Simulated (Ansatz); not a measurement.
# CH₆F₂O₂Si₂: a ladder of functionals and wavefunction methods

The task here is to estimate one member of a computed series from the others.

The runs use Ansatz 0.2.0, Gaussian basis; functionals in def2-TZVPP, the program's frozen cores in correlated methods.

Levels to be run: PBE-D4, r2SCAN-D4, PBE0-D4, B3LYP-D4, ωB97X-V, ωB97M-V, B2PLYP; CCSD(T)/def2-TZVPP; MP2/def2-QZVPP; extrapolation to the limit.

### The geometry

All runs share one geometry, relaxed beforehand with PBE0-D4 in a triple-zeta def2 set.

SMILES `O[SiH](O)C[SiH](F)F`, 13 atoms, charge 0, spin multiplicity 1.

Atoms are counted from 1 here; the program's logs count them from 0.

Bond lengths: O1–Si2 1.634 Å, O1–H8 0.958 Å, Si2–O3 1.639 Å, Si2–C4 1.864 Å, Si2–H9 1.489 Å, O3–H10 0.960 Å, C4–Si5 1.835 Å, C4–H11 1.096 Å, C4–H12 1.097 Å, Si5–F6 1.601 Å, Si5–F7 1.589 Å, Si5–H13 1.476 Å. Angles: Si2–O1–H8 117.9°, O1–Si2–O3 108.0°, O1–Si2–C4 106.7°, O1–Si2–H9 110.8°, O3–Si2–C4 111.5°, O3–Si2–H9 109.8°, C4–Si2–H9 110.0°, Si2–O3–H10 117.4°, Si2–C4–Si5 115.1°, Si2–C4–H11 109.1°, Si2–C4–H12 107.3°, Si5–C4–H11 108.9°, Si5–C4–H12 108.9°, H11–C4–H12 107.4°, C4–Si5–F6 108.7°, C4–Si5–F7 111.5°, C4–Si5–H13 115.2°, F6–Si5–F7 106.1° and more.

Set-up of the first run:

File in.yaml:

```yaml
crystal:
  periodic: [false, false, false]
  atoms:
    - {symbol: O, position_ang: [-0.210328, 1.542275, -2.101540]}
    - {symbol: Si, position_ang: [-0.014489, 1.098622, -0.540983]}
    - {symbol: O, position_ang: [-1.350799, 1.560654, 0.288585]}
    - {symbol: C, position_ang: [0.186020, -0.754283, -0.533453]}
    - {symbol: Si, position_ang: [0.437621, -1.503530, 1.122972]}
    - {symbol: F, position_ang: [-0.479629, -0.727391, 2.181768]}
    - {symbol: F, position_ang: [-0.040353, -3.018154, 1.154134]}
    - {symbol: H, position_ang: [-0.422682, 2.458809, -2.283676]}
    - {symbol: H, position_ang: [1.192462, 1.744406, 0.044755]}
    - {symbol: H, position_ang: [-1.431503, 1.263380, 1.197637]}
    - {symbol: H, position_ang: [1.029897, -1.026218, -1.177543]}
    - {symbol: H, position_ang: [-0.719076, -1.181399, -0.981785]}
    - {symbol: H, position_ang: [1.822860, -1.457150, 1.629139]}
basis:
  gaussian: {orbitals: def2-TZVPP}
hamiltonian: {xc: pbe, dispersion: d4}
output: {forces: true, orbitals: {seedname: orbitals}}
```

Run with:

```bash
$ ansatz run in.yaml --threads 2 --pin off --events-out ev --progress --plain --max-ram 32768MiB --backend cuda --devices 0, --max-vram 18GiB
```

Among the steps run: PBE-D4 (GGA); r2SCAN-D4 (meta-GGA); PBE0-D4 (hybrid); B3LYP-D4 (hybrid); ωB97X-V (range-separated); ωB97M-V (range-separated); B2PLYP (double hybrid); CCSD(T) in def2-TZVPP; MP2 in def2-QZVPP.

One of the session's tables, all rows but one given; the rest of the session is left out.

```
            method  atomisation energy (kcal/mol)
            PBE-D4                         1256.1
         r2SCAN-D4                         1248.7
           PBE0-D4                         1232.8
          B3LYP-D4                         1238.5
           ωB97X-V                         1249.9
           ωB97M-V                              ?
            B2PLYP                         1232.1
     HF/def2-TZVPP                          918.1
    MP2/def2-TZVPP                         1251.0
   CCSD/def2-TZVPP                         1199.7
CCSD(T)/def2-TZVPP                         1217.0
           MP2/CBS                         1288.3
       CCSD(T)/CBS                         1254.3
```

**Question.** Estimate the row for ωB97M-V.

**Answer.** atomisation energy (kcal/mol): 1250.4. In the column «atomisation energy (kcal/mol)» it lies between ωB97X-V (1249.9) and MP2/def2-TZVPP (1251.0).

To keep in mind: Free atoms (2 O, 2 Si, 1 C, 2 F, 6 H) were run apart at each level; the atomisation energy is their sum less the molecule, without zero-point or spin-orbit terms.
